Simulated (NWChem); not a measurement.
# One shape, several levels: CH4BFN2 (SMILES [H]/N=C(/N)BF)

We compute a comparison of 5 runs (HF/STO-3G, HF/3-21G, B3LYP/6-31G*, M06-2X/6-311G**) of CH4BFN2. 

The calculation is run with NWChem 7.3.0.

**1. Starting point**

The species is CH4BFN2 (9 atoms), meant as a singlet with charge 0. As SMILES, `[H]/N=C(/N)BF`. The shape is that of a PBE0-D4/def2-TZVP optimisation. This is one conformer, not always the lowest.

Bond lengths: N1–C2 1.284 Å, C2–N3 1.361 Å, C2–B4 1.570 Å, B4–F5 1.323 Å, N1–H6 1.017 Å, N3–H7 1.003 Å, N3–H8 1.006 Å, B4–H9 1.197 Å. Angles: N1–C2–N3 120.6°, N1–C2–B4 121.4°, N3–C2–B4 118.0°, C2–B4–F5 119.8°, C2–N1–H6 109.7°, C2–N3–H7 119.9°, C2–N3–H8 118.4°, C2–B4–H9 121.7°, F5–B4–H9 118.5°, H7–N3–H8 118.2°.

**2. Energy and gradient at HF/STO-3G (run 1)**

test.nw reads:

```
start test
memory total 2200 mb
geometry units angstroms noautosym nocenter noautoz
N     0.364800    0.301800   -1.546700
C     0.118800   -0.082300   -0.346100
N     0.471400   -1.329000    0.069100
B    -0.601200    0.859800    0.682700
F    -0.747000    0.472500    1.938900
H    -0.001300    1.239600   -1.688500
H     0.452000   -1.554800    1.046000
H     1.042700   -1.892400   -0.538400
H    -1.011700    1.938600    0.366000
end
basis spherical bse
* library STO-3G
end
scf
nopen 0
rhf
thresh 1e-08
maxiter 80
end
task scf gradient
```

Started as:

```console
$ nwchem test.nw > test.out
```

What it wrote:

```text
[...]
  functions       =    29
[...]
  wavefunction    = RHF
[...]
         Total SCF energy =   -269.622032976372
      One-electron energy =   -681.523895733975
      Two-electron energy =    255.988850972282
 Nuclear repulsion energy =    155.913011785322
        Time for solution =      1.3s
[...]
                         RHF ENERGY GRADIENTS
    atom               coordinates                        gradient
                 x          y          z           x          y          z
   1 N       0.689372   0.570319  -2.922839   -0.018536   0.032453   0.015165
   2 C       0.224499  -0.155524  -0.654034    0.016833  -0.054517   0.009493
   3 N       0.890817  -2.511446   0.130580   -0.003103   0.037590  -0.002350
   4 B      -1.136103   1.624786   1.290116    0.015710  -0.010554  -0.038396
   5 F      -1.411625   0.892896   3.663990   -0.003061  -0.008903   0.028293
   6 H      -0.002457   2.342504  -3.190802    0.010694  -0.025377  -0.000241
   7 H       0.854156  -2.938146   1.976653   -0.002997   0.003616  -0.013092
   8 H       1.970417  -3.576117  -1.017428   -0.007854   0.007463   0.003505
   9 H      -1.911836   3.663423   0.691640   -0.007686   0.018229  -0.002377
[...]
```

Wall time 2.2 s (1 thread of Intel Xeon 6975P-C (Granite Rapids), shared host); peak memory 0.096 GiB.

**3. Energy and forces at HF/3-21G (run 2)**

run.py reads:

```python
from ase import Atoms
from ase.calculators.nwchem import NWChem

molecule = Atoms(['N', 'C', 'N', 'B', 'F', 'H', 'H', 'H', 'H'], positions=[
    [0.364800, 0.301800, -1.546700],
    [0.118800, -0.082300, -0.346100],
    [0.471400, -1.329000, 0.069100],
    [-0.601200, 0.859800, 0.682700],
    [-0.747000, 0.472500, 1.938900],
    [-0.001300, 1.239600, -1.688500],
    [0.452000, -1.554800, 1.046000],
    [1.042700, -1.892400, -0.538400],
    [-1.011700, 1.938600, 0.366000],
])

calc = NWChem(
    label='ch4bfn2',
    theory='scf',
    memory='2200 mb',
    basis='3-21G',
    basispar='spherical bse',
    scf={'nopen': '0', 'rhf': None, 'thresh': '1e-08', 'maxiter': '80'},
)
molecule.calc = calc

forces = molecule.get_forces()
e = molecule.get_potential_energy()
print(f"E = {e:.6f} eV")
print("forces (eV/A):")
for s, f in zip(molecule.symbols, forces):
    print(f"{s:2s} {f[0]:10.5f} {f[1]:10.5f} {f[2]:10.5f}")
print("dipole (e A):", molecule.get_dipole_moment().round(4))
```

Started as:

```console
$ export ASE_NWCHEM_COMMAND="nwchem PREFIX.nwi > PREFIX.nwo"
$ python run.py
```

What it wrote:

```text
E = -7394.808792 eV
forces (eV/A):
N    -0.42773    0.17777    0.94827
C     0.12655    0.30920   -1.01656
N     0.51396   -0.46527    0.47689
B    -0.02823    0.65615   -1.21212
F    -0.14866   -0.39708    1.29167
H     0.20708   -0.08711   -0.40639
H    -0.03888   -0.05656   -0.36222
H    -0.32962    0.17982    0.20055
H     0.12547   -0.31691    0.07996
dipole (e A): [-0.0036  0.0493  0.3217]
```

The calculator wrote ch4bfn2.nwi:

```
title "ch4bfn2"

permanent_dir ch4bfn2

scratch_dir ch4bfn2

start ch4bfn2

geometry units angstrom nocenter noautosym noautoz
  N  3.6480000000000001e-01 3.0180000000000001e-01 -1.5467000000000000e+00
  C  1.1880000000000000e-01 -8.2299999999999998e-02 -3.4610000000000002e-01
  N  4.7139999999999999e-01 -1.3290000000000000e+00 6.9099999999999995e-02
  B  -6.0119999999999996e-01 8.5980000000000001e-01 6.8269999999999997e-01
  F  -7.4700000000000000e-01 4.7249999999999998e-01 1.9389000000000001e+00
  H  -1.2999999999999999e-03 1.2396000000000000e+00 -1.6884999999999999e+00
  H  4.5200000000000001e-01 -1.5548000000000000e+00 1.0460000000000000e+00
  H  1.0427000000000000e+00 -1.8924000000000001e+00 -5.3839999999999999e-01
  H  -1.0117000000000000e+00 1.9386000000000001e+00 3.6599999999999999e-01
end

memory 2200 mb

basis spherical bse noprint
   * library 3-21G
end

scf
  nopen 0
  rhf
  thresh 1e-08
  maxiter 80
end

task scf gradient
```

ch4bfn2.nwo (excerpt; [...] marks lines left out):

```text
[...]
      One-electron energy =   -681.624474256899
[... 1 line left out ...]
 Nuclear repulsion energy =    155.913011785322
[... 37 lines left out ...]
                       ROHF Final Molecular Orbital Analysis
[... 206 lines left out ...]
     1   1 0 0     -0.006723      0.000000     -5.066544
[...]
  wavefunction    =   RHF
                         RHF ENERGY GRADIENTS
    atom               coordinates                        gradient
                 x          y          z           x          y          z
   1 N       0.689372   0.570319  -2.922839    0.008318  -0.003457  -0.018441
   2 C       0.224499  -0.155524  -0.654034   -0.002461  -0.006013   0.019769
   3 N       0.890817  -2.511446   0.130580   -0.009995   0.009048  -0.009274
[... 5 lines of this table left out ...]
   9 H      -1.911836   3.663423   0.691640   -0.002440   0.006163  -0.001555
[...]
```

Run time: 3 s. Hardware: 1 thread of Intel Xeon 6975P-C (Granite Rapids), shared host; peak memory 0.099 GiB.

Runs 3 to 4 aren't shown in full; the table further down has their settings and results.

**4. Energy and gradient at M06-2X/6-311G(d,p) (run 5)**

struct.nw reads:

```
start struct
memory total 2200 mb

geometry units atomic noautosym nocenter noautoz
  N      0.68937209     0.57031934    -2.92283940
  C      0.22449946    -0.15552446    -0.65403421
  N      0.89081690    -2.51144602     0.13058008
  B     -1.13610335     1.62478652     1.29011603
  F     -1.41162542     0.89289559     3.66398998
  H     -0.00245664     2.34250450    -3.19080256
  H      0.85415621    -2.93814618     1.97665353
  H      1.97041743    -3.57611772    -1.01742855
  H     -1.91183592     3.66342307     0.69163976
end

basis spherical bse
  N library 6-311G**
  C library 6-311G**
  B library 6-311G**
  F library 6-311G**
  H library 6-311G**
end

dft
  xc m06-2x
  grid fine
  convergence energy 1e-08
  maxiter 100
  mulliken
  noprint "final vectors analysis"
end

task dft gradient
```

Started as:

```console
$ nwchem struct.nw > struct.out
```

What it wrote:

```text
[...]
          Wavefunction type:  closed shell.
          No. of atoms     :     9
          No. of electrons :    38
[...]
          Charge           :     0
          Spin multiplicity:     1
[...]
          AO basis - number of functions:   114
[...]
              XC Information
              --------------
                       M06-2X Method XC Functional
                     Hartree-Fock (Exact) Exchange  0.540
                        M06-2X Exchange Functional  1.000
                      M06-2X Correlation Potential  1.000
[...]
 d= 0,ls=0.0,diis     1   -274.6132388967 -4.31D+02  8.88D-03  9.25D-01     2.5
[...]
 d= 0,ls=0.0,diis    11   -274.7193992965 -8.25D-09  3.34D-07  2.90D-09    22.5
         Total DFT energy =     -274.719399296498
      One electron energy =     -684.144766312262
           Coulomb energy =      288.764970666123
    Exchange-Corr. energy =      -35.252604182429
 Nuclear repulsion energy =      155.913000532070
[...]
      Total Density - Mulliken Population Analysis
     ---------------------------------------------
    Atom       Charge   Shell Charges
 -----------   ------   -------------------------------------------------------
    1 N    7     7.42   1.10  0.90  0.76  0.88  1.69  0.79  1.27  0.03
    2 C    6     5.92   1.11  0.89  0.62  0.76  1.45  0.39  0.60  0.11
    3 N    7     7.51   1.10  0.90  0.81  0.83  1.83  0.65  1.38  0.02
    4 B    5     4.63   1.13  0.86  0.45  0.69  0.90  0.25  0.18  0.17
    5 F    9     9.17   1.08  0.92  1.17  1.08  2.36  0.82  1.74  0.00
    6 H    1     0.81   0.27  0.43  0.07  0.04
    7 H    1     0.75   0.27  0.38  0.06  0.04
    8 H    1     0.75   0.27  0.37  0.07  0.04
    9 H    1     1.04   0.27  0.55  0.20  0.01
[...]
  wavefunction    = closed shell
                         DFT ENERGY GRADIENTS
    atom               coordinates                        gradient
                 x          y          z           x          y          z
   1 N       0.689372   0.570319  -2.922839   -0.000545   0.001886  -0.000678
   2 C       0.224499  -0.155524  -0.654034    0.000402  -0.006374   0.005751
   3 N       0.890817  -2.511446   0.130580    0.000283   0.004387  -0.002863
   4 B      -1.136103   1.624787   1.290116    0.002149  -0.005029   0.001062
   5 F      -1.411625   0.892896   3.663990   -0.000263   0.001968  -0.002173
   6 H      -0.002457   2.342505  -3.190803    0.000391  -0.000836  -0.000139
   7 H       0.854156  -2.938146   1.976654   -0.000197   0.000455  -0.001815
   8 H       1.970417  -3.576118  -1.017429   -0.000809   0.000272   0.001152
   9 H      -1.911836   3.663423   0.691640   -0.001410   0.003271  -0.000297
[...]
```

Run time: 31 s. Hardware: 1 thread of Intel Xeon 6975P-C (Granite Rapids), shared host; peak memory 0.12 GiB.

**5. All runs side by side**

```
run                               level  iteration cap  module  energy (Eh)  dipole moment (D)  HOMO energy (eV)  LUMO energy (eV)  wall time
  1                           HF/STO-3G             80     scf  -269.622033               1.92             -7.40              5.76      2.2 s
  2                            HF/3-21G             80     scf  -271.754213               1.56             -9.51              2.17        3 s
  3  B3LYP/6-31G* (spherical functions)            100     dft  -274.740748               1.79             -6.43             -1.61       31 s
  4  B3LYP/6-31G* (Cartesian functions)            100     dft  -274.745588               1.79             -6.44             -1.62       33 s
  5                     M06-2X/6-311G**            100     dft  -274.719399               1.63                 –                 –       31 s
```

**6. What came out**

| quantity | value |
| --- | --- |
| run 5: total energy | -274.71940 Eh |
| run 5: dipole moment | 1.63 D |
| run 5: largest force on an atom | 0.442 eV/Å |

**Reading.** The dipole moment (its size) runs from 1.56 D (HF/3-21G) to 1.92 D (HF/STO-3G). Over runs 1, 2, 3, 4 the HOMO–LUMO gap runs from 4.82 eV (B3LYP/6-31G*) to 13.15 eV (HF/STO-3G). The two ends differ in method and basis. Totals of different functionals can't be ranked against each other. In run 1 the basis is minimal, so the values are rough. All runs together took 1.7 min, the longest 33 s.
